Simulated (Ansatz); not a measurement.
# GaH3 (triplet): wave-function methods side by side at distance Ga1–H3 = 1.956 Å, cc-pVDZ

How much of the correlation energy of GaH3 (triplet) does each wave-function method recover here?

Method: cc-pVDZ, core rule «outside noble gas», up to 14 orbitals frozen; program: Ansatz 0.2.0, Gaussian basis.

Plan: UHF; CCSD(T) on ROHF; CCSD(T) on UHF; BCCD(T) on ROHF; CISD; CCSDT(Q) on ROHF; CCSDT(Q) on UHF; CASSCF and MRCISD+Q, 4 electrons in 4 orbitals; CASSCF and NEVPT2, 4 electrons in 4 orbitals; CASSCF and MRCISD+Q, 6 electrons in 7 orbitals; CASSCF and NEVPT2, 6 electrons in 7 orbitals; Full CI.

21 further runs of the same task are left out: 16 that didn't finish, 5 set aside as unsound or not needed.

## 1. The system

The geometry derives from a PBE0/def2-TZVP stationary point (not a proven minimum). One bond is set to the value named and the two fragments are kept rigid. No spin-orbit coupling is included. The filled d shell of Ga may be among the frozen orbitals whatever the setting's name suggests; the logs give the count.

4 atoms, charge 0, spin multiplicity 3.

Atoms are counted from 1 here; the program's logs count them from 0.

Bond lengths: Ga1–H2 1.585 Å, Ga1–H3 1.955 Å, Ga1–H4 1.955 Å, H3–H4 0.811 Å. Angles: H2–Ga1–H3 100.5°, H2–Ga1–H4 100.5°, H3–Ga1–H4 23.9°, Ga1–H3–H4 78.0°, Ga1–H4–H3 78.0°.

Geometry (Å):

| atom | x (Å) | y (Å) | z (Å) |
| --- | --- | --- | --- |
| Ga1 | 0.00000 | 0.02773 | -0.04569 |
| H2 | 0.00000 | -1.47760 | -0.54147 |
| H3 | 0.40542 | -0.22016 | 1.85118 |
| H4 | -0.40542 | -0.22016 | 1.85118 |

## 2. UHF

in.yaml reads:

```yaml
crystal:
  periodic: [false, false, false]
  atoms:
    - {symbol: Ga, position_ang: [0.000000, 0.027726, -0.045695]}
    - {symbol: H, position_ang: [0.000000, -1.477599, -0.541473]}
    - {symbol: H, position_ang: [0.405418, -0.220158, 1.851181]}
    - {symbol: H, position_ang: [-0.405418, -0.220158, 1.851181]}
basis:
  gaussian: {orbitals: cc-pVDZ}
magnetization: {spin_polarized: true, initial_magnetization: 2}
hamiltonian: {xc: hf}
output: {orbitals: {seedname: orbitals}}
```

Command:

```console
$ ansatz run in.yaml --threads 1 --pin off --events-out ev --progress --plain --max-ram 2393MiB
```

Further steps of the session: CCSD(T) on ROHF; CCSD(T) on UHF; BCCD(T) on ROHF; CISD; CCSDT(Q) on ROHF; CCSDT(Q) on UHF; CASSCF and MRCISD+Q, 4 electrons in 4 orbitals; CASSCF and NEVPT2, 4 electrons in 4 orbitals; CASSCF and MRCISD+Q, 6 electrons in 7 orbitals; CASSCF and NEVPT2, 6 electrons in 7 orbitals; Full CI.

Q: Predict the results of all the runs planned. Wanted: FCI below the RHF energy; RMP2 from FCI; UMP2 from FCI; RCCSD from FCI; RCCSD(T) from FCI; UCCSD(T) from FCI; RCCSDT(Q) from FCI; UCCSDT(Q) from FCI; NEVPT2 valence from FCI.

As calculated:

| quantity | value |
| --- | --- |
| FCI below the RHF energy | -2.5191 eV |
| RMP2 from FCI | +656.5 meV |
| UMP2 from FCI | +634.1 meV |
| RCCSD from FCI | +55.0 meV |
| RCCSD(T) from FCI | +14.0 meV |
| UCCSD(T) from FCI | +0.5 meV |
| RCCSDT(Q) from FCI | -1.1 meV |
| UCCSDT(Q) from FCI | -14.5 meV |
| NEVPT2 valence from FCI | +461.9 meV |
| MRCISD+Q valence from FCI | +10.8 meV |
| levels within 1 kcal/mol (43 meV) | UCCSD, RCCSD(T), UCCSD(T), BCCD(T), RCCSDT, UCCSDT, RCCSDT(Q), UCCSDT(Q), MRCISD+Q valence |
| T1 diagnostic | 0.024 |
| effectively unpaired electrons | 2.03 |

In words: RCCSD(T) lands +14.0 meV from the yardstick (0.6 % of the correlation energy). UCCSDT, UCCSDT(Q) fall below full CI: unrestricted runs freeze a spin-polarised core, another one than full CI's, and coupled cluster isn't variational. One determinant dominates. Of the multireference levels listed MRCISD+Q valence comes nearest in total energy (+10.8 meV), which doesn't show that its space is the better one. These misses are within one basis, not against nature; the frozen cores of restricted and unrestricted runs differ, which can shift their rows.
